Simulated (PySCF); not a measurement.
**CH₃FLiO−, a complex of two parts: interaction energy**

The task here is to estimate one member of a computed series from the others.

Computed with PySCF 2.14.0; each step states its level. No surroundings beyond the atoms listed, unless a continuum is named. Atoms count from 0, parts from 1.

### Starting point

7 atoms, charge -1, multiplicity 1; geometry: GFN2-xTB. Parts: 1 = atoms 0–1, `[Li][F]`, charge 0; 2 = atoms 2–6, `C[O-]`, charge -1.

The first run:

Job settings and geometry (Å):

```
{"job": {"xc": "PBE0", "basis": "def2-SVPD", "d3": "d3bj", "grid": 2, "kind": "geom", "shake": 0.01}, "charge": -1, "multiplicity": 1, "parts": [{"atoms": "0-1", "charge": 0, "multiplicity": 1}, {"atoms": "2-6", "charge": -1, "multiplicity": 1}]}
Li     0.033574     0.609036     0.012993
F     -0.096995    -0.274092     1.351388
C      0.186481     2.295556    -2.478112
O      0.153997     1.558714    -1.368386
H      0.924462     3.142361    -2.388492
H      0.539613     1.723671    -3.368090
H     -0.756101     2.762682    -2.766338
```

Command:

```console
$ OMP_NUM_THREADS=1 python cluster_run.py task.json out
```

One launch serves the whole session: the jobs run in the order shown.

Steps of the session up to this table: Optimising the geometry at PBE0-D3(BJ)/def2-SVPD; Coupled-cluster interaction energy: CCSD(T) and MP2.

One of the session's tables, all rows but one given; the rest of the session is left out.

It belongs to the step «Coupled-cluster interaction energy: CCSD(T) and MP2». 

```
                 method  interaction energy (kcal/mol)
         HF/aug-cc-pVDZ                         -68.32
        MP2/aug-cc-pVDZ                              ?
       CCSD/aug-cc-pVDZ                         -65.16
    CCSD(T)/aug-cc-pVDZ                         -64.36
         HF/aug-cc-pVTZ                         -68.91
        MP2/aug-cc-pVTZ                         -64.99
    SCS-MP2/aug-cc-pVTZ                         -65.28
      MP2, extrapolated                         -65.22
CCSD(T), limit estimate                         -65.73
```

**Question.** Estimate the row for MP2/aug-cc-pVDZ.

As computed: interaction energy (kcal/mol): -63.84. In the column «interaction energy (kcal/mol)» it is the highest.

In this run the core of Li (1s) is correlated, in a basis without core functions; only the other cores are frozen.

To keep in mind: The interaction energy leaves out the deformation of the parts, 1.40 kcal/mol (MP2); added to the CCSD(T) estimate it gives a binding of about -64.33 kcal/mol.
